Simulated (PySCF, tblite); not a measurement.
# C₇H₆NS radical: geometry, infrared bands and EPR parameters

What infrared bands and EPR parameters should C₇H₆NS radical (`[CH2]c1csc(C#CC)n1`) show?

The runs use tblite 0.8.0 and PySCF 2.14.0, with density-fitted response routines of our own; the level of theory stands in each step. All values are computed, except where a source is named. Atoms are numbered from 0 throughout.

## (1) The starting structure

15 atoms, charge 0, multiplicity 2; geometry from: force field or distance geometry start.

Bonds of the start (Å): C0–C1 1.40, C1–C2 1.38, C2–S3 1.70, S3–C4 1.71, C4–C5 1.42, C5–C6 1.21, C6–C7 1.47, C4–N8 1.31, N8–C1 1.38, C0–H9 1.09, C0–H10 1.08, C2–H11 1.09, C7–H12 1.09, C7–H13 1.10, C7–H14 1.09.

## (2) Geometry optimisation with GFN2-xTB

The job: settings as JSON, then the geometry in Å.

```
{"job": {"kind": "relax", "xc": "GFN2-xTB", "basis": "xTB"}, "charge": 0, "multiplicity": 2}
C     -3.313900     0.996700     0.332200
C     -2.251600     0.092000     0.291400
C     -2.350300    -1.285100     0.387900
S     -0.795000    -1.974300     0.295400
C     -0.114800    -0.409900     0.173700
C      1.283500    -0.174800     0.044400
C      2.469700     0.028800    -0.057300
C      3.910100     0.281400    -0.171900
N     -0.968500     0.585200     0.178300
H     -4.350800     0.661100     0.433700
H     -3.126800     2.060600     0.258300
H     -3.250000    -1.893400     0.486800
H      4.268900     0.848500     0.691000
H      4.127300     0.846400    -1.086400
H      4.457600    -0.655200    -0.221800
```

Launch:

```bash
OMP_NUM_THREADS=1 python probes_run.py task.json out
```

This one command runs all jobs of the session in turn.

**Question.** This job is followed by: GFN2-xTB harmonic vibrations, gas phase; UKS B3LYP, pcH-1 on C H N S, non-relativistic, mean-field spin-orbit, GIAO. What will the session give for the following? strongest single infrared mode (GFN2-xTB); zero-point energy (GFN2-xTB); g(iso) (B3LYP); ⟨S²⟩; largest a(iso) (averaged by class); surface potential, 1st and 99th percentile.

**Answer**, as computed:

| quantity | value |
| --- | --- |
| strongest single infrared mode (GFN2-xTB) | 2354 cm⁻¹, 211 km/mol |
| zero-point energy (GFN2-xTB) | 65.2 kcal/mol |
| g(iso) (B3LYP) | 2.00311 |
| ⟨S²⟩ | 0.777 (exact 0.75) |
| largest a(iso) (averaged by class) | 13C on C0, 56.9 MHz |
| surface potential, 1st and 99th percentile | -1.65 V and 1.14 V |

The optimisation took 42 steps and gained 0.178 eV; among the close pairs (by a distance rule), S3–C4 changed most, from 1.710 to 1.802 Å. The lowest mode is imaginary (25i cm⁻¹), so the xTB geometry is not a minimum. The strongest single mode, at 2354 cm⁻¹, moves mainly C6 and C5. Unscaled tight-binding wavenumbers are off by several per cent, some by more. Its intensities can rank the bands wrongly. The largest share of the spin, 0.74 e, sits on C0. The isotropic g lies 0.8 ppt above the free-electron value.
